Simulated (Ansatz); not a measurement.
**C2H7InN radical: one species, many methods**

The task here is to estimate one member of a computed series from the others.

Program: Ansatz 0.2.0, Gaussian basis. Level of theory: functionals in def2-TZVPP, the program's frozen cores in correlated methods. These are calculated values, not measurements.

Levels to be run: LDA (SPW92), PBE-D4, revPBE-D4, BLYP-D4, r2SCAN-D4, B97M-V, PBE0-D4, B3LYP-D4, r2SCANh-D4, r2SCAN0-D4, HSE06-D4, BHLYP-D4, CAM-B3LYP-D4, LC-ωPBE, ωB97X-V, ωB97M-V, B2PLYP, PBE-QIDH; CCSD(T)/def2-SVP; MP2/def2-TZVPP; MP2/def2-QZVPP; RPA on PBE.

## The relaxed structure

An earlier PBE0-D4 in a triple-zeta def2 set relaxation fixed the geometry. In takes the def2 core potential; no spin-orbit term is included.

SMILES `[CH2][N](C)[InH2]`, 11 atoms, charge 0, spin multiplicity 2.

Atoms are counted from 1 here; the program's logs count them from 0.

Bond lengths: C1–N2 1.262 Å, C1–H5 1.087 Å, C1–H6 1.094 Å, N2–C3 1.445 Å, N2–In4 2.378 Å, C3–H7 1.092 Å, C3–H8 1.092 Å, C3–H9 1.094 Å, In4–H10 1.760 Å, In4–H11 1.756 Å. Angles: N2–C1–H5 119.0°, N2–C1–H6 122.0°, H5–C1–H6 119.0°, C1–N2–C3 119.8°, C1–N2–In4 121.6°, C3–N2–In4 118.5°, N2–C3–H7 108.7°, N2–C3–H8 109.0°, N2–C3–H9 112.3°, H7–C3–H8 107.3°, H7–C3–H9 109.8°, H8–C3–H9 109.6°, N2–In4–H10 93.0°, N2–In4–H11 95.1°, H10–In4–H11 121.7°.

Geometry (Å):

```
C    -0.5596    1.3301    0.1716
N     0.0028    0.2027    0.1042
C     0.0259   -0.6586    1.2640
In    1.1261   -0.5135   -1.8652
H    -0.5771    1.9647   -0.7114
H    -1.0292    1.6898    1.0914
H    -0.4375   -1.6117    1.0016
H     1.0639   -0.8660    1.5319
H    -0.4933   -0.2173    2.1205
H     0.4631    0.7994   -2.8315
H     0.4148   -2.1195   -1.8772
```

The first run:

Contents of in.yaml:

```yaml
crystal:
  periodic: [false, false, false]
  atoms:
    - {symbol: C, position_ang: [-0.559628, 1.330107, 0.171593]}
    - {symbol: N, position_ang: [0.002780, 0.202686, 0.104183]}
    - {symbol: C, position_ang: [0.025935, -0.658639, 1.264049]}
    - {symbol: In, position_ang: [1.126125, -0.513548, -1.865163]}
    - {symbol: H, position_ang: [-0.577119, 1.964675, -0.711372]}
    - {symbol: H, position_ang: [-1.029174, 1.689848, 1.091393]}
    - {symbol: H, position_ang: [-0.437486, -1.611730, 1.001607]}
    - {symbol: H, position_ang: [1.063939, -0.866004, 1.531945]}
    - {symbol: H, position_ang: [-0.493280, -0.217278, 2.120492]}
    - {symbol: H, position_ang: [0.463099, 0.799418, -2.831547]}
    - {symbol: H, position_ang: [0.414799, -2.119523, -1.877189]}
basis:
  gaussian: {orbitals: def2-TZVPP}
magnetization: {spin_polarized: true, initial_magnetization: 1}
hamiltonian: {xc: lda}
output: {orbitals: {seedname: orbitals}}
```

Launch:

```
ansatz run in.yaml --threads 4 --pin off --events-out ev --progress --plain --max-ram 10444MiB
```

Among the steps run: LDA; PBE-D4 (GGA); revPBE-D4 (GGA); BLYP-D4 (GGA); r2SCAN-D4 (meta-GGA); B97M-V (meta-GGA); B3LYP-D4 (hybrid); r2SCANh-D4 (hybrid); r2SCAN0-D4 (hybrid); HSE06-D4 (hybrid); BHLYP-D4 (hybrid); CAM-B3LYP-D4 (range-separated); LC-ωPBE (range-separated); ωB97X-V (range-separated); ωB97M-V (range-separated); B2PLYP (double hybrid); PBE-QIDH (double hybrid).

One table of the session follows, with a row left open; its other results are not shown here.

It belongs to the step «Orbital energies across the functionals». 

| functional | HOMO (eV) | LUMO (eV) | gap (eV) |
| --- | --- | --- | --- |
| LDA (SPW92) | -3.67 | -3.01 | 0.67 |
| PBE-D4 | -3.58 | -2.71 | 0.87 |
| revPBE-D4 | -3.54 | -2.60 | 0.94 |
| BLYP-D4 | -3.41 | -2.70 | 0.72 |
| r2SCAN-D4 | -3.84 | -2.44 | 1.40 |
| B97M-V | -3.60 | -2.87 | 0.73 |
| PBE0-D4 | -4.39 | -1.76 | 2.63 |
| B3LYP-D4 | -4.20 | -2.12 | 2.08 |
| r2SCANh-D4 | -4.14 | -2.09 | 2.05 |
| r2SCAN0-D4 | -4.62 | -1.58 | 3.04 |
| HSE06-D4 | -4.01 | -2.14 | 1.88 |
| BHLYP-D4 | ? | ? | ? |
| CAM-B3LYP-D4 | -5.49 | -0.89 | 4.60 |
| LC-ωPBE | -6.74 | 0.45 | 7.19 |
| ωB97X-V | -6.32 | 0.14 | 6.46 |
| ωB97M-V | -6.29 | -0.12 | 6.17 |

Q: Estimate the row for BHLYP-D4 from the others.

Worked estimate for «HOMO (eV)». Against the share of exact exchange, BLYP-D4 (0, -3.41), B3LYP-D4 (0.2, -4.20) give a slope of -3.95 per unit share; at 0.5 the line stands at -5.38.

As computed: HOMO (eV): -5.10; LUMO (eV): -0.97; gap (eV): 4.12. In «HOMO (eV)» the line misses by -0.28.
